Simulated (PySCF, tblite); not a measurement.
# C7H9BO2: geometry, infrared bands and NMR shifts

What infrared bands and NMR shifts should C7H9BO2 (`OB(O)C1=C[C@@H]2C[C@@H]3[C@H]1[C@@H]32`) show?

Programs: tblite 0.8.0 and PySCF 2.14.0, with density-fitted response routines of our own. Each step states its level of theory. These are calculated values for one molecule in the gas phase, unless marked as measured. Atoms are numbered from 0 throughout.

## (1) The starting structure

19 atoms, charge 0, multiplicity 1; geometry from: force field or distance geometry start.

Bonds of the start (Å): O0–B1 1.49, B1–O2 1.48, B1–C3 1.58, C3–C4 1.34, C4–C5 1.50, C5–C6 1.50, C6–C7 1.51, C7–C8 1.50, C8–C9 1.47, C8–C3 1.50, C9–C5 1.48, C9–C7 1.47, O0–H10 1.00, O2–H11 0.99, C4–H12 1.08, C5–H13 1.10, C6–H14 1.12, C6–H15 1.11, C7–H16 1.09, C8–H17 1.10, C9–H18 1.08.

## (2) Geometry optimisation with GFN2-xTB

The job: settings as JSON, then the geometry in Å.

```
{"job": {"kind": "relax", "xc": "GFN2-xTB", "basis": "xTB"}, "charge": 0, "multiplicity": 1}
O      2.624700    -1.732800     1.142600
B      1.334900    -1.127900     1.583900
O      1.337200    -0.746300     3.014600
C      0.488200    -0.313800     0.528400
C      0.059700     0.949400     0.688900
C     -0.712600     1.365400    -0.526200
C     -2.061000     0.720400    -0.635200
C     -1.364800    -0.477100    -1.240400
C      0.022500    -0.850300    -0.793100
C     -0.221100     0.399200    -1.527500
H      3.014800    -1.035700     0.548400
H      2.250800    -0.466400     3.263500
H      0.280900     1.517600     1.582800
H     -0.660100     2.439800    -0.771300
H     -2.738000     1.170800    -1.410600
H     -2.585600     0.500000     0.323000
H     -1.848500    -1.132600    -1.961900
H      0.590700    -1.633200    -1.313500
H      0.177500     0.649300    -2.503800
```

Run with:

```sh
OMP_NUM_THREADS=1 python probes_run.py task.json out
```

The driver reads the jobs from task.json and runs them one after another.

**Question.** This job is followed by: GFN2-xTB harmonic vibrations, gas phase; GIAO PBE0/pcSseg-1 NMR shielding, non-relativistic, gas phase. Predict these results of the whole session: strongest single infrared mode (GFN2-xTB); zero-point energy (GFN2-xTB); ¹³C shifts against TMS (PBE0/pcSseg-1); ¹H shifts against TMS (PBE0/pcSseg-1, means over atoms taken as alike); ¹⁷O shifts against H2O (PBE0/pcSseg-1, means over atoms taken as alike); ¹¹B shifts against BF3·OEt2 (PBE0/pcSseg-1).

**Answer**, as computed:

| quantity | value |
| --- | --- |
| strongest single infrared mode (GFN2-xTB) | 1247 cm⁻¹, 288 km/mol |
| zero-point energy (GFN2-xTB) | 93.7 kcal/mol |
| ¹³C shifts against TMS (PBE0/pcSseg-1) | 160.8, 138.4, 46.3, 46.1, 33.8, 30.8, 18.4 ppm |
| ¹H shifts against TMS (PBE0/pcSseg-1, means over atoms taken as alike) | 7.10, 4.13, 2.85, 2.71, 2.57, 1.83, 1.67, 0.47 ppm |
| ¹⁷O shifts against H2O (PBE0/pcSseg-1, means over atoms taken as alike) | 112.8 ppm |
| ¹¹B shifts against BF3·OEt2 (PBE0/pcSseg-1) | 24.7 ppm |

What this shows: Over 119 steps the energy fell by 1.986 eV; of the close pairs, B1–O2 changed most, 1.481 to 1.351 Å. No mode is imaginary among the 51: a minimum at this level. The strongest single mode, at 1247 cm⁻¹, is spread over many atoms; the largest shares are those of B1. GFN2-xTB is a fitted tight-binding method: band positions and strengths are rough. Its intensities can rank the bands wrongly. The most deshielded hydrogen is H12 (hydrogen on an alkene CH), at 7.10 ppm: olefinic region. At PBE0/pcSseg-1: Shielding is most anisotropic at C4 (span 242 ppm, paramagnetic term -223 ppm).
